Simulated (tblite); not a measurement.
# doublet AlNH3SCl− at GFN1-xTB (coupling 0.01 1/fs, Langevin dynamics, md temperature 100 K, start temperature 100 K)

Aim: a short trajectory of doublet AlNH3SCl−. 

Program for the calculation: tblite 0.8.0.

7 further runs of the same task are left out: 7 set aside as unsound or not needed.

## (1) The system as given

AlNH3SCl− has 7 atoms, charge -1, and is taken as a doublet. As SMILES of the parent species, `[NH2][Al]([SH])[Cl]`. The shape is that of a PBE0-D4/def2-TZVP optimisation. This is one conformer, not always the lowest. That shape belongs to the parent species and isn't relaxed for this state. The run starts from this shape.

Bond lengths: N1–Al2 1.754 Å, Al2–S3 2.173 Å, Al2–Cl4 2.090 Å, N1–H5 1.006 Å, N1–H6 1.007 Å, S3–H7 1.345 Å. Angles: N1–Al2–S3 123.5°, N1–Al2–Cl4 119.0°, S3–Al2–Cl4 117.6°, Al2–N1–H5 125.8°, Al2–N1–H6 123.5°, Al2–S3–H7 92.8°, H5–N1–H6 110.7°.

## (2) A short trajectory at GFN1-xTB (coupling 0.01 1/fs, Langevin dynamics, md temperature 100 K, start temperature 100 K)

geom.xyz

```xyz
7

N     -0.598800     1.046400     0.138100
Al    -0.190200    -0.603900    -0.292900
S      1.742400    -1.506400     0.120700
Cl    -1.622200    -1.783300    -1.255600
H      0.007900     1.701500     0.601700
H     -1.494400     1.464800    -0.053800
H      2.216500    -0.387100     0.696300
```

xtb_job.py

```python
import json
import numpy as np
from ase.io import read
from tblite.ase import TBLite
from ase.units import Debye
from ase import units
from ase.md.velocitydistribution import MaxwellBoltzmannDistribution, Stationary, ZeroRotation
from ase.md.langevin import Langevin

molecule = read("geom.xyz")
start = molecule.get_positions()

molecule.calc = TBLite(method="GFN1-xTB", charge=-1, multiplicity=2, verbosity=0)
MaxwellBoltzmannDistribution(molecule, temperature_K=100, rng=np.random.default_rng(804))
Stationary(molecule)
ZeroRotation(molecule)
dyn = Langevin(molecule, timestep=0.5 * units.fs, temperature_K=100, friction=0.01 / units.fs, fixcm=False, rng=np.random.default_rng(804), trajectory="md.traj", logfile="-", loginterval=20)
dyn.run(200)
print(f"E: {molecule.get_potential_energy():.6f} eV")
print(f"Dipole: {np.linalg.norm(molecule.get_dipole_moment()) / Debye:.4f} D")
for a, q in zip(molecule, molecule.get_charges()):
    print(f"{a.symbol}{a.index + 1} {q:+.4f}")
print("Final positions (angstrom):")
for a in molecule:
    print(f"{a.symbol:<2} {a.x:12.6f} {a.y:12.6f} {a.z:12.6f}")
json.dump(dict(energy=molecule.get_potential_energy(), forces=molecule.get_forces().tolist(), dipole=molecule.get_dipole_moment().tolist(), charges=molecule.get_charges().tolist(),
               symbols=molecule.get_chemical_symbols(), start=start.tolist(), final=molecule.positions.tolist()), open("results.json", "w"))
```

Command:

```
$ python xtb_job.py
```

Q: Predict the results. Wanted: potential energy of the last frame.

**Answer.** As computed:

At GFN1-xTB (coupling 0.01 1/fs, Langevin dynamics, md temperature 100 K, start temperature 100 K):

| quantity | value |
| --- | --- |
| potential energy of the last frame | -14.39040 Eh |

In words: Mulliken charges run from -0.73 on Cl4 to +0.18 on H6. The run spans only 100 fs, so it is not equilibrated: the temperature averages 402 K over its second half, against 138 K at the start.
